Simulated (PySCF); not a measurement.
# ReS(OH)₂: relaxation and vibrations of the quartet

Where does quartet ReS(OH)₂ go from a PBE0 minimum start, is the end point a minimum, and what are its modes, charges and moments?

Method: HF, basis Re def2-SVP with ECP60, S def2-SVP, O def2-SVP, H def2-SVP, scalar-relativistic core potentials, no spin–orbit coupling, density fitting; program: PySCF 2.14.0.

### Step 1. The starting structure

6 atoms, charge 0, spin multiplicity 4.

Bond lengths: Re1–S2 2.132 Å, Re1–O3 1.885 Å, Re1–O4 1.885 Å, O3–H5 0.967 Å, O4–H6 0.967 Å. Angles: S2–Re1–O3 115.3°, S2–Re1–O4 115.3°, O3–Re1–O4 129.4°, Re1–O3–H5 122.4°, Re1–O4–H6 122.4°.

```xyz
6
charge 0 multiplicity 4
Re    0.0101    0.1611    0.0000
S     0.0000   -1.9704    0.0000
O    -0.0090    0.9670   -1.7044
O    -0.0090    0.9670    1.7044
H    -0.7936    0.9641   -2.2693
H    -0.7936    0.9641    2.2693
```

### Step 2. Finding the electronic state

One driver script runs all steps and calls PySCF; scf.py shows how it sets up the SCF of each step. The optimiser is the driver's own. After this first run the driver tries any further starts and a stability analysis.

Contents of scf.py:

```python
from pyscf import gto, scf, dft
mol = gto.M(atom='''
Re     0.010100     0.161110     0.000000
S      0.000000    -1.970420    -0.000000
O     -0.009040     0.967020    -1.704430
O     -0.009040     0.967020     1.704430
H     -0.793600     0.964090    -2.269300
H     -0.793600     0.964090     2.269300''',
    basis={'Re': 'def2-SVP', 'S': 'def2-SVP', 'O': 'def2-SVP', 'H': 'def2-SVP'},
    ecp={'Re': 'def2-SVP'},
    charge=0, spin=3)
mf = scf.UHF(mol)
aux = {'Re': 'def2-universal-JKFIT', 'S': 'def2-universal-JKFIT', 'O': 'def2-universal-JKFIT', 'H': 'def2-universal-JKFIT'}
mf = mf.density_fit(auxbasis=aux)
mf.conv_tol = 1e-08
mf.diis_space = 10
mf.max_cycle = 60
mf.init_guess = 'minao'
mf.verbose = 4
mf.kernel()
```

Command:

```bash
OMP_NUM_THREADS=4 python axn.py task.json out
```

After this run come: Relaxation: PBE0 minimum start, quartet; Vibrations and properties at this point.

What does the calculation give? Wanted: minimum; geometry; wavenumbers; dipole moment; highest occupied, lowest empty level; polar-tensor charge of Re1; zero-point energy; atomisation energy; ⟨S²⟩.

**Answer**, as computed:

| quantity | value |
| --- | --- |
| minimum | quartet, Cs |
| geometry | O–H 0.946 Å (×2), Re–O 1.894 Å (×2), Re–S 2.138 Å; H–O–Re 127.4° (×2), O–Re–O 126.4°, O–Re–S 116.8° (×2) |
| wavenumbers (cm⁻¹) | 150 (a'), 168 (a''), 192 (a'), 335 (a''), 360 (a'), 533 (a'), 682 (a'), 687 (a''), 715 (a'), 734 (a''), 4176 (a''), 4177 (a') |
| dipole moment | 3.62 D |
| highest occupied, lowest empty level (either spin) | -9.03, 0.58 eV |
| polar-tensor charge of Re1 | +1.87 e |
| zero-point energy | 77.2 kJ/mol |
| entropy at 298.15 K | 349.7 J/(mol K) |
| atomisation energy (no zero-point energy) | 1096 kJ/mol |
| ⟨S²⟩ | 3.862 |

The PBE0 minimum start keeps its Cs symmetry and ends in a minimum. The strongest infrared band lies at 687 cm⁻¹ (a''). Most of the spin sits on Re1 (Mulliken spin 3.16, against 3 for the whole molecule). Only this shape and spin were tried, so other structures or states may lie lower. Open d and f shells are described by one determinant, and the ground state may have another occupation or spin. With an element this heavy the missing spin–orbit coupling can shift these numbers.
